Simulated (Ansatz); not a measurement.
The system is Hf2Pd2Se2Br2O3.

```
CELL_PARAMETERS angstrom
5.75899 0.00000 0.00000
-2.87949 4.98743 0.00000
0.00000 0.00000 8.52547
ATOMIC_POSITIONS crystal
Hf 0.33333 0.66667 0.54201
Hf 0.66667 0.33333 0.54201
Pd 0.33333 0.66667 0.12880
Pd 0.66667 0.33333 0.12880
Se 0.33333 0.66667 0.85572
Se 0.66667 0.33333 0.85572
Br 0.00000 0.00000 0.13895
Br 0.00000 0.00000 0.65384
O 0.50000 0.00000 0.42963
O 0.00000 0.50000 0.42963
O 0.50000 0.50000 0.42963
```

The cell was built by a generator and needn't be a form met in nature.

Base run:

- Program: Ansatz 0.2.0
- Functional: PBE
- Potentials or basis: Ansatz PAW
- Cutoff: 420 eV (not typed: the program's choice for these potentials)
- k mesh: 6 × 6 × 3
- Occupations: fermi-dirac, width 0.05 eV
- Spin: no spin polarisation

Its results: band gap on the k mesh none (metal or under the smearing width); pressure -0.1 GPa; largest force 0.079 eV/Å.

**Question.** The run is repeated on the same cell with these changes: functional from PBE to revPBE. What comes out?

**Answer.** Band gap on the k mesh none (metal or under the smearing width); pressure 1.8 GPa; largest force 0.112 eV/Å.

revPBE binds less tightly than PBE, so the same cell stands under more pressure.

Caveats: spin-orbit coupling is left out, which moves the levels of the heavy elements (some runs); the PAW data sets come from PBE, with cores solved anew for the run's functional, which leaves a small shift of forces and pressure (some runs).
